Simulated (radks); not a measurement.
**Cr³⁺ in [Ar] 3d3: an all-electron calculation**

What are the levels of the chromium ion Cr3+, how large are its shells, and how does its energy divide?

Program: radks (a radial shooting solver on a logarithmic mesh, Libxc functionals) version 1. Level of theory: scalar-relativistic Kohn-Sham, PBE, spin-polarised, spherical densities, point nucleus; open shells are filled with parallel spins first. These are calculated values, not measurements, unless marked.

**1. The system**

```
element       : chromium (Z = 24)
charge        : +3
electrons     : 21
configuration : [Ar] 3d3
```

Outer shells as boxes (Hund's rule):

Cr³⁺
```
[Ar] core
3d [↑ ][↑ ][↑ ][  ][  ]
```

**2. The run**

Input:

```text
Z 24
configuration [Ar] 3d3
relativity scalar-relativistic
functional pbe,pbe
spin polarised
nucleus point
c 137.035999084
```

What does the calculation give?

As calculated:

| quantity | value |
| --- | --- |
| total energy | -1048.64380 hartree |
| exchange-correlation share of it | 4.54 % |
| −T/E | 1.0102 |
| highest occupied level | 3d up, -40.413 eV |
| most extended occupied level | 3d up, <r> = 1.10 bohr |
| radius at density 0.001 e/bohr³ | 2.77 bohr |
| maxima of the radial density | 3 |
| ionisation energy, NIST | 49.16 (semi-emp.) eV |

What this shows: 3 principal shells are occupied and 3 maxima appear in the radial density. Relativity lifts −T/E to 1.010. The top level binds by 40.413 eV, 82 % of the NIST ionisation energy of 49.16 eV; the potential of a semilocal functional falls off too fast, so its top eigenvalue is too shallow. Open shells are spherical and high-spin; term and fine-structure splittings are not resolved.
